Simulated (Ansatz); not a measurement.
# BFH2O2: the cost of one run

Method: PBE0-D4/def2-TZVP structures, single points in def2-TZVPP, no counterpoise correction; program: Ansatz 0.2.0, Gaussian basis.

Levels: SPW92, PBE-D4, BLYP-D4, r2SCAN-D4, B97M-V, PBE0-D4, B3LYP-D4, r2SCAN0-D4, BHLYP-D4, CAM-B3LYP-D4, wB97X-V, wB97M-V, B2PLYP, PBE-QIDH, RPA on PBE, Hartree-Fock, MP2, CCSD, CCSD(T).

Correlated methods freeze the cores. B3LYP uses VWN-RPA correlation. B2PLYP carries no dispersion term here.

94 further runs of the same task are left out: 94 set aside as unsound or not needed. Runs told in other sessions of the task aren't counted.

## 1. Starting geometry

The complex: 9 atoms, charge 0, spin multiplicity 1.

Atoms are counted from 1 here; the program's logs count them from 0.

Bond lengths: B1–O3 1.356 Å, B1–O4 1.359 Å, B1–F6 1.335 Å, O2–H5 0.960 Å, O2–H7 0.962 Å, O3–H8 0.960 Å, O4–H9 0.960 Å. Angles: O3–B1–O4 121.3°, O3–B1–F6 121.3°, O4–B1–F6 117.3°, H5–O2–H7 104.5°, B1–O3–H8 113.4°, B1–O4–H9 111.8°.

As a file:

```xyz
9
charge 0, multiplicity 1
B    -0.6737   -0.4367    0.3227
O     1.7352    0.9480   -0.4396
O    -0.8024   -1.5399   -0.4544
O    -1.2275    0.7509   -0.0381
H     2.0790    0.8737    0.4540
F    -0.0509   -0.4889    1.5026
H     0.9560    1.5060   -0.3531
H    -0.3425   -2.3071   -0.1072
H    -1.6733    0.6939   -0.8869
```

Its parts: BFH2O2 holds atoms 1, 3, 4, 6, 8, 9; H2O holds atoms 2, 5, 7. Each part counts its atoms afresh in its own runs.

## 2. Relaxing BFH2O2 alone

Input file relax-a/in.yaml:

```yaml
crystal:
  periodic: [false, false, false]
  atoms:
    - {symbol: B, position_ang: [-0.673697, -0.436735, 0.322708]}
    - {symbol: O, position_ang: [-0.802421, -1.539932, -0.454386]}
    - {symbol: O, position_ang: [-1.227547, 0.750908, -0.038145]}
    - {symbol: F, position_ang: [-0.050876, -0.488858, 1.502586]}
    - {symbol: H, position_ang: [-0.342480, -2.307141, -0.107161]}
    - {symbol: H, position_ang: [-1.673259, 0.693950, -0.886897]}
basis:
  gaussian: {orbitals: def2-TZVP}
hamiltonian: {xc: pbe0, dispersion: d4}
relax: {f_tol: 0.005, max_steps: 200}
```

On the command line:

```sh
$ ansatz run in.yaml --threads 4 --pin off --events-out ev --progress --plain --max-ram 9574MiB
```

**Question.** How long does this run take on 4 threads of Arm Neoverse V1, shared host?

About 7.5 s.
